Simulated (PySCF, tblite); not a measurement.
**C₃H₇AlN₂O: geometry, infrared bands and NMR shifts**

Aim: predict the infrared bands and NMR shifts of C₃H₇AlN₂O (`NC(=O)CC#[N+][AlH3-]`).

The runs use tblite 0.8.0 and PySCF 2.14.0, with density-fitted response routines of our own; the level of theory stands in each step. All values are computed, except where a source is named. Atoms count from 0, in the outputs and in this text.

### Step 1. The molecule as given

14 atoms, charge 0, multiplicity 1; geometry from: force field or distance geometry start.

Bonds of the start (Å): N0–C1 1.42, C1–O2 1.24, C1–C3 1.50, C3–C4 1.46, C4–N5 1.15, N5–Al6 1.87, N0–H7 1.05, N0–H8 1.05, C3–H9 1.10, C3–H10 1.12, Al6–H11 1.60, Al6–H12 1.60, Al6–H13 1.60.

### Step 2. Geometry optimisation with GFN2-xTB

Job settings and geometry (Å):

```
{"job": {"kind": "relax", "xc": "GFN2-xTB", "basis": "xTB"}, "charge": 0, "multiplicity": 1}
N     -2.614000    -0.322700     0.407800
C     -1.806300    -0.767500    -0.677700
O     -2.154000    -0.572700    -1.854300
C     -0.496000    -1.439100    -0.400300
C      0.539000    -0.442000    -0.138800
N      1.352300     0.354700     0.045600
Al     2.674300     1.644400     0.358400
H     -2.319800    -0.456000     1.404200
H     -3.523300     0.158800     0.215600
H     -0.200500    -2.074100    -1.254400
H     -0.591400    -2.102800     0.498400
H      3.704000     1.085700     1.448100
H      1.985500     2.978800     0.918300
H      3.449500     1.954000    -1.003000
```

Command:

```console
$ OMP_NUM_THREADS=1 python probes_run.py task.json out
```

The driver reads the jobs from task.json and runs them one after another.

**Question.** After this job, these run on its result: GFN2-xTB harmonic vibrations, gas phase; GIAO PBE0/pcSseg-1 NMR shielding, non-relativistic, gas phase. What will the session give for the following? strongest single infrared mode (GFN2-xTB); zero-point energy (GFN2-xTB); 13C shifts against TMS (PBE0/pcSseg-1); 1H shifts against TMS (PBE0/pcSseg-1, means over atoms taken as alike); 15N shifts against NH3 (PBE0/pcSseg-1); 17O shifts against H2O (PBE0/pcSseg-1); 27Al shifts against AlH4- (PBE0/pcSseg-1).

As calculated:

```
                                                              quantity                       value
                             strongest single infrared mode (GFN2-xTB)       1812 cm⁻¹, 649 km/mol
                                          zero-point energy (GFN2-xTB)               56.1 kcal/mol
                                13C shifts against TMS (PBE0/pcSseg-1)      159.7, 135.2, 24.8 ppm
1H shifts against TMS (PBE0/pcSseg-1, means over atoms taken as alike)  6.33, 5.10, 4.25, 3.42 ppm
                                15N shifts against NH3 (PBE0/pcSseg-1)            253.7, 126.3 ppm
                                17O shifts against H2O (PBE0/pcSseg-1)                   432.6 ppm
                             27Al shifts against AlH4- (PBE0/pcSseg-1)                    58.2 ppm
```

Relaxing lowered the energy by 0.969 eV in 158 steps; the bonded pair that moved most is N5–Al6, from 1.873 to 1.991 Å. The lowest mode is imaginary (31i cm⁻¹), so the xTB geometry is not a minimum. The strongest single mode, at 1812 cm⁻¹, moves mainly C1. GFN2-xTB is a fitted tight-binding method: band positions and strengths are rough. Its intensities can rank the bands wrongly. The most deshielded carbon is C1 (amide carbonyl carbon), at 159.7 ppm: it is a carbonyl in resonance with an O or N lone pair, the region of acids, esters and amides. At PBE0/pcSseg-1: Shielding is most anisotropic at O2 (span 633 ppm, paramagnetic term -490 ppm).
